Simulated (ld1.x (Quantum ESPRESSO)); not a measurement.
**Pseudopotential generation for boron: ultrasoft, PBE**

Aim: build the potential from the settings below, then test how well it stands in for the atom: other configurations, scattering, ghost states and the plane-wave cutoff that it needs.

The numbers are computed with ld1.x (Quantum ESPRESSO) 7.5 (PBE, scalar-relativistic, spin-unpolarised reference atom).

## Step 1: The atom and the settings

The settings as typed:

| Quantity | Value |
| --- | --- |
| element | boron (B, Z = 5) |
| type | ultrasoft |
| frozen core | [He] |
| valence charge | 3 |
| reference configuration | 2s2 2p1 |
| partial waves | 2s (bound): rcut 1.15, rcutus 1.45 bohr; 2s channel at -0.25 Ry: rcut 1.15, rcutus 1.45 bohr; 2p (bound): rcut 2.85, rcutus 3.25 bohr; 2p channel at 0.1 Ry: rcut 2.85, rcutus 3.25 bohr; 3d channel at 0.35 Ry: rcut 2.25, rcutus 2.75 bohr |
| local potential | all-electron potential smoothed inside 2.65 bohr (lloc = -1) |
| core correction | not asked for |
| augmentation charge | built from norm-conserving waves at rcut, not smoothed further |

The outer shells as boxes (Hund's rule for the drawing; the calculation is spin-unpolarised):

```
[He] core
2s [↑↓]
2p [↑ ][  ][  ]
```

## Step 2: Generation

B.in reads:

```
 &input
   title='B', zed=5., rel=1, dft='PBE', iswitch=3,
   config='[He] 2s2 2p1 3d-2',
   nld=3, rlderiv=3.55, eminld=-3.0, emaxld=5.0, deld=0.02
 /
 &inputp
   pseudotype=3, tm=.true., lloc=-1, rcloc=2.65,
   nlcc=.false.,
   file_pseudopw='B.UPF', file_wfcaegen='ae.wfc', file_wfcncgen='nc.wfc', file_beta='beta', file_chi='chi', file_wfcusgen='us.wfc'
 /
5
2S  1  0   2.00   0.00  1.15  1.45  0.0
2S  1  0   0.00  -0.25  1.15  1.45  0.0
2P  2  1   1.00   0.00  2.85  3.25  0.0
2P  2  1   0.00   0.10  2.85  3.25  0.0
3D  3  2  -2.00   0.35  2.25  2.75  0.0
 &test
   configts(1)='2s2 2p1'
 /
```

Started as:

```sh
$ ld1.x < B.in > B.out
```

The output, B.out (without the banner and most projector matrices):

```text
     Program LD1 v.7.5

     !!!!!!!!!!!!!!!!!!! WARNING !!!!!!!!!!!!!!!!!!!!!!!
     Message from routine ld1_readin:
     US requires at least two energies per channel 3D
     !!!!!!!!!!!!!!!!!!!!!!!!!!!!!!!!!!!!!!!!!!!!!!!!!!!
     --------------------------- All-electron run ----------------------------

     B
     scalar relativistic calculation

     atomic number is  5.00
     dft =PBE   lsd =0 sic =0 latt =0  beta=0.20 tr2=1.0E-14
     Exchange-correlation= PBE
                           (   1   4   3   4   0   0   0)
     mesh =1059 r(mesh) = 101.04461 a.u. xmin = -7.00 dx = 0.01250
     1 Ry =  13.60569312 eV, c = 137.03599908

     n l     nl                  e(Ry)          e(Ha)          e(eV)
     1 0     1S 1( 2.00)       -13.2731        -6.6366      -180.5900
     2 0     2S 1( 2.00)        -0.6941        -0.3470        -9.4431
     2 1     2P 1( 1.00)        -0.2651        -0.1326        -3.6070

     final scf error:  7.5E-15 reached in  32 iterations

     Etot =     -49.206684 Ry,     -24.603342 Ha,    -669.491037 eV

     Ekin =      49.037301 Ry,      24.518651 Ha,     667.186471 eV
     Encl =    -113.771076 Ry,     -56.885538 Ha,   -1547.934352 eV
     Eh   =      23.125741 Ry,      11.562870 Ha,     314.641731 eV
     Exc  =      -7.598649 Ry,      -3.799325 Ha,    -103.384887 eV

     normalization and overlap integrals

     s(1S/1S) =  1.000000  <r> =   0.3294  <r2> =    0.1474  r(max) =   0.2103
     s(2S/2S) =  1.000000  <r> =   1.9516  <r2> =    4.5978  r(max) =   1.5152
     s(2P/2P) =  1.000000  <r> =   2.3015  <r2> =    6.8902  r(max) =   1.5731

     ------------------------ End of All-electron run ------------------------

     --------------------- Generating US pseudopotential ---------------------

      Generating local potential from pseudized AE potential:
      Matching radius rcloc =   2.6500

      Local pseudo, rcloc= 2.626 Estimated cut-off energy=     3.55 Ry

      Wfc   2S  rcut= 1.151  Using Troullier-Martins method
      Wfc-us  2S rcutus= 1.441  Estimated cut-off energy=    21.13 Ry

      Wfc   2S  rcut= 1.151  Using Troullier-Martins method
      Wfc-us  2S rcutus= 1.441  Estimated cut-off energy=    21.87 Ry

      Wfc   2P  rcut= 2.831  Using Troullier-Martins method
      Wfc-us  2P rcutus= 3.289  Estimated cut-off energy=     7.41 Ry

      Wfc   2P  rcut= 2.831  Using Troullier-Martins method
      Wfc-us  2P rcutus= 3.289  Estimated cut-off energy=    12.90 Ry

      Wfc   3D  rcut= 2.260  Using Troullier-Martins method
      Wfc-us  3D rcutus= 2.761  Estimated cut-off energy=    13.71 Ry

     ------------------- End of pseudopotential generation -------------------

     [... the all-electron block is printed once more ...]


     Computing logarithmic derivative in   3.56738
     Computing logarithmic derivative in   3.56738
     Computing the partial wave expansion
     R is outside the sphere for l=    0 j= 0.00
     R is outside the sphere for l=    0 j= 0.00
     R is outside the sphere for l=    1 j= 0.00
     R is outside the sphere for l=    1 j= 0.00
     R is outside the sphere for l=    2 j= 0.00

     ---------------------- Testing the pseudopotential ----------------------

     B
     scalar relativistic calculation

     atomic number is  5.00   valence charge is  3.00
     dft =PBE   lsd =0 sic =0 latt =0  beta=0.20 tr2=1.0E-14
     mesh =1059 r(mesh) = 101.04461 xmin = -7.00 dx = 0.01250

     n l     nl             e AE (Ry)        e PS (Ry)    De AE-PS (Ry)
     1 0     2S   1( 2.00)       -0.69405       -0.69405        0.00000
     2 1     2P   1( 1.00)       -0.26511       -0.26511        0.00000

     eps = 9.0E-16  iter =  4

     Etot =     -49.206684 Ry,     -24.603342 Ha,    -669.491037 eV
     Etotps =    -5.161048 Ry,      -2.580524 Ha,     -70.219638 eV

     Ekin =       1.703017 Ry,       0.851509 Ha,      23.170733 eV
     Encl =      -9.471965 Ry,      -4.735982 Ha,    -128.872643 eV
     Ehrt =       3.970735 Ry,       1.985368 Ha,      54.024602 eV
     Ecxc =      -1.601224 Ry,      -0.800612 Ha,     -21.785758 eV
     Epseu=       0.238388 Ry,       0.119194 Ha,       3.243429 eV

     ---------------------- End of pseudopotential test ----------------------
```

It took 1.4 s on 1 thread of Neoverse-V1, shared host. This counts the later configuration tests of the new file too.

Partial waves on a coarse radial grid (AE all-electron, PS pseudo):

| r (bohr) | 2p AE | 2p PS | 2s AE | 2s PS |
| --- | --- | --- | --- | --- |
| 0.163 | 0.0626 | 0.0088 | -0.3065 | 0.1132 |
| 0.325 | 0.1775 | 0.0342 | -0.1876 | 0.2244 |
| 0.488 | 0.2947 | 0.0749 | 0.0393 | 0.3331 |
| 0.650 | 0.3954 | 0.1275 | 0.2598 | 0.4355 |
| 0.813 | 0.4762 | 0.1890 | 0.4407 | 0.5295 |
| 0.975 | 0.5385 | 0.2545 | 0.5742 | 0.6098 |
| 1.138 | 0.5831 | 0.3206 | 0.6641 | 0.6735 |
| 1.300 | 0.6109 | 0.3825 | 0.7151 | 0.7160 |
| 1.463 | 0.6247 | 0.4375 | 0.7355 | 0.7355 |
| 1.625 | 0.6268 | 0.4821 | 0.7323 | 0.7323 |
| 1.788 | 0.6199 | 0.5151 | 0.7120 | 0.7120 |
| 1.950 | 0.6061 | 0.5354 | 0.6802 | 0.6802 |
| 2.113 | 0.5872 | 0.5436 | 0.6406 | 0.6406 |
| 2.275 | 0.5647 | 0.5406 | 0.5971 | 0.5971 |
| 2.438 | 0.5398 | 0.5284 | 0.5513 | 0.5513 |
| 2.600 | 0.5135 | 0.5093 | 0.5057 | 0.5057 |
| 2.763 | 0.4864 | 0.4854 | 0.4609 | 0.4609 |
| 2.925 | 0.4594 | 0.4594 | 0.4183 | 0.4183 |
| 3.088 | 0.4325 | 0.4325 | 0.3779 | 0.3779 |
| 3.250 | 0.4064 | 0.4064 | 0.3404 | 0.3404 |
| 3.413 | 0.3810 | 0.3810 | 0.3056 | 0.3056 |
| 3.575 | 0.3568 | 0.3568 | 0.2739 | 0.2739 |
| 3.738 | 0.3335 | 0.3335 | 0.2448 | 0.2448 |
| 3.900 | 0.3115 | 0.3115 | 0.2186 | 0.2186 |
| 4.063 | 0.2905 | 0.2905 | 0.1947 | 0.1947 |
| 4.225 | 0.2708 | 0.2708 | 0.1733 | 0.1733 |

## Step 3: Testing the new file in other configurations

B.test.in reads:

```
 &input
   title='B', zed=5., rel=1, dft='PBE', iswitch=2,
   config='[He] 2s2 2p1 3d-2'
 /
 &test
   file_pseudo='B.UPF', nconf=8,
   configts(1)='2s2 2p1',
   configts(2)='2s2 2p0',
   configts(3)='2s1 2p0',
   configts(4)='2s2 2p0.5',
   configts(5)='2s0 2p3',
   configts(6)='2s2 2p1.3',
   configts(7)='2s1 2p1',
   configts(8)='2s1 2p2'
 /
```

Started as:

```sh
$ ld1.x < B.test.in > B.test.out
```

B.test.out, the pseudopotential blocks, each with the warnings that came before it:

```text
     ---------------------- Testing the pseudopotential ----------------------

     B
     scalar relativistic calculation

     atomic number is  5.00   valence charge is  3.00
     dft =PBE   lsd =0 sic =0 latt =0  beta=0.20 tr2=1.0E-14
     mesh =1059 r(mesh) = 101.04461 xmin = -7.00 dx = 0.01250

     n l     nl             e AE (Ry)        e PS (Ry)    De AE-PS (Ry)
     1 0     2S   1( 2.00)       -0.69405       -0.69405        0.00000
     2 1     2P   1( 1.00)       -0.26511       -0.26511        0.00000

     eps = 8.7E-16  iter =  4

     Etot =     -49.206684 Ry,     -24.603342 Ha,    -669.491038 eV
     Etotps =    -5.161048 Ry,      -2.580524 Ha,     -70.219638 eV

     Ekin =       1.703017 Ry,       0.851509 Ha,      23.170733 eV
     Encl =      -9.471965 Ry,      -4.735982 Ha,    -128.872643 eV
     Ehrt =       3.970735 Ry,       1.985368 Ha,      54.024602 eV
     Ecxc =      -1.601224 Ry,      -0.800612 Ha,     -21.785758 eV
     Epseu=       0.238388 Ry,       0.119194 Ha,       3.243429 eV

     ---------------------- End of pseudopotential test ----------------------

     ---------------------- Testing the pseudopotential ----------------------

     B
     [...]
     n l     nl             e AE (Ry)        e PS (Ry)    De AE-PS (Ry)
     1 0     2S   1( 2.00)       -1.43403       -1.42609       -0.00794  !
     2 1     2P   1( 0.00)       -0.98227       -0.95465       -0.02762  !

     eps = 1.7E-15  iter = 15

     Etot =     -48.602552 Ry,     -24.301276 Ha,    -661.271411 eV
     Etotps =    -4.561852 Ry,      -2.280926 Ha,     -62.067164 eV
     dEtot_ae =       0.604131 Ry
     dEtot_ps =       0.599196 Ry,   Delta E=       0.004936 Ry

     [...]
     ---------------------- End of pseudopotential test ----------------------

     Warning: n=2, l=1 expected 0 nodes, found 1
     ---------------------- Testing the pseudopotential ----------------------

     B
     [...]
     n l     nl             e AE (Ry)        e PS (Ry)    De AE-PS (Ry)
     1 0     2S   1( 1.00)       -2.31339       -2.29609       -0.01730  !
     2 1     2P   1( 0.00)       -1.87356       -1.76754       -0.10602  !

     eps = 5.2E-16  iter = 14

     Etot =     -46.734041 Ry,     -23.367020 Ha,    -635.849013 eV
     Etotps =    -2.705101 Ry,      -1.352551 Ha,     -36.804777 eV
     dEtot_ae =       2.472643 Ry
     dEtot_ps =       2.455947 Ry,   Delta E=       0.016696 Ry

     [...]
     ---------------------- End of pseudopotential test ----------------------

     ---------------------- Testing the pseudopotential ----------------------

     B
     [...]
     n l     nl             e AE (Ry)        e PS (Ry)    De AE-PS (Ry)
     1 0     2S   1( 2.00)       -1.03851       -1.04362        0.00510  !
     2 1     2P   1( 0.50)       -0.59442       -0.59396       -0.00046

     eps = 4.9E-15  iter = 38

     Etot =     -48.994466 Ry,     -24.497233 Ha,    -666.603665 eV
     Etotps =    -4.948114 Ry,      -2.474057 Ha,     -67.322519 eV
     dEtot_ae =       0.212218 Ry
     dEtot_ps =       0.212934 Ry,   Delta E=      -0.000716 Ry

     [...]
     ---------------------- End of pseudopotential test ----------------------
```

4 tests gave no usable energy difference (2s0 2p3; 2s2 2p1.3; 2s1 2p1; 2s1 2p2); the test run stopped with "negative rho".

The tests as a table, with energies relative to 2s2 2p1. A star marks tests that logged a warning. The frozen-core shift comes from a second all-electron run, not shown, with the core orbitals held at their reference shape; it is that run's ΔE less the relaxed one.

| valence configuration | charge | ΔE all-electron (eV) | error AE − PS (meV) | frozen-core shift (meV) |
| --- | --- | --- | --- | --- |
| 2s2 2p0 | +1 | 8.220 | +67 | +0.3 |
| 2s1 2p0 * | +2 | 33.642 | +227 | +5.5 |
| 2s2 2p0.5 | +0.5 | 2.887 | -9.7 | 0.0 |

## Step 4: Does it scatter like the atom?

Taken from the files of the generation run. The phase is arctan(r·u′/u) with u = r·R, unwrapped, with energies in Ry. A pole is an energy at which the radial function vanishes at the test radius. The pseudo phase is shifted by a multiple of π to meet the all-electron one at the reference energy. Levels narrower than the energy grid can be missing from the poles. The last column is the largest difference on the grid between −1 and +1 Ry.

```tsv
channel	radius (bohr)	reference (Ry)	poles AE	poles PS	window around the reference with phases within 0.05 rad (Ry)	largest difference near zero (rad)
s	3.57	-0.69	-0.56, 2.35	-0.56, 2.36	below 4.4	0.001
p	3.57	-0.27	-0.07, 2.39	-0.13, 0.05	-0.4 to -0.2	3.017
d	3.57	0.35	1.62, 4.98	1.63	below 2.7	0.002
```

Phases (rad) along the scan:

| E (Ry) | p AE | p PS | s AE | s PS |
| --- | --- | --- | --- | --- |
| -3.00 | 1.405 | 1.411 | 1.399 | 1.399 |
| -2.52 | 1.389 | 1.397 | 1.380 | 1.380 |
| -2.04 | 1.366 | 1.377 | 1.352 | 1.352 |
| -1.56 | 1.332 | 1.349 | 1.304 | 1.304 |
| -1.08 | 1.268 | 1.294 | 1.159 | 1.159 |
| -0.60 | 1.052 | 1.099 | -1.508 | -1.508 |
| -0.12 | -1.502 | -1.646 | -1.839 | -1.839 |
| 0.36 | -1.882 | -4.838 | -2.135 | -2.135 |
| 0.84 | -2.550 | -4.933 | -3.479 | -3.478 |
| 1.32 | -4.242 | -5.028 | -4.411 | -4.410 |
| 1.80 | -4.577 | -5.182 | -4.610 | -4.610 |
| 2.28 | -4.694 | -5.538 | -4.702 | -4.701 |
| 2.76 | -4.772 | -6.457 | -4.767 | -4.767 |
| 3.24 | -4.858 | -7.231 | -4.837 | -4.836 |
| 3.72 | -5.032 | -7.511 | -4.951 | -4.948 |
| 4.20 | -6.062 | -7.635 | -5.326 | -5.307 |
| 4.68 | -7.497 | -7.704 | -7.117 | -7.083 |

## Step 5: Cutoff and ghost test in a Bessel basis

A separate test, outside the generator: the pseudo-atom's Hamiltonian at the reference potential is diagonalised in spherical Bessel functions j_l(qr) that vanish at 20 bohr, with q² up to the cutoff.

Even at 400 Ry an occupied level stays 50 mRy from its reference, so no cutoffs are read; the levels have long settled, so the basis size isn't the cause: the level found isn't the valence state, or the test fails for this file. The ghost test is not conclusive.

## Step 6: Summary of results

| quantity | value |
| --- | --- |
| cutoffs | not determined |
| bound ghosts | not determined |
| largest test error (AE − PS) | +227 meV, for 2s1 2p0 (this test logged a warning) (4 tests unsolved) |
| largest phase difference near zero energy, channels read | 3.017 rad |
| lowest eigenvalue of the overlap (Bessel basis) | 0.611 (s) |

**Reading.** By total energies transferability is poor: the largest error is 227 meV on 33.6 eV, for 2s1 2p0. Freezing the core alone would shift it much less, so the error comes from the pseudisation. The test run broke off, so later configurations gave nothing; the verdict rests on few tests. Even at 400 Ry an occupied level stays 50 mRy from its reference, so no cutoffs are read; the levels have long settled, so the basis size isn't the cause: the level found isn't the valence state, or the test fails for this file. Ghosts could not be judged. Of the channels read, p scatters worst near zero energy, by up to 3.02 rad. A step near π is an extra or missing state, not a misfit of shape. In the p channel the atom's pole at 2.39 Ry sits lower, at 0.05 Ry, in the pseudo curve. These are tests on the free atom; a crystal test is still owed.
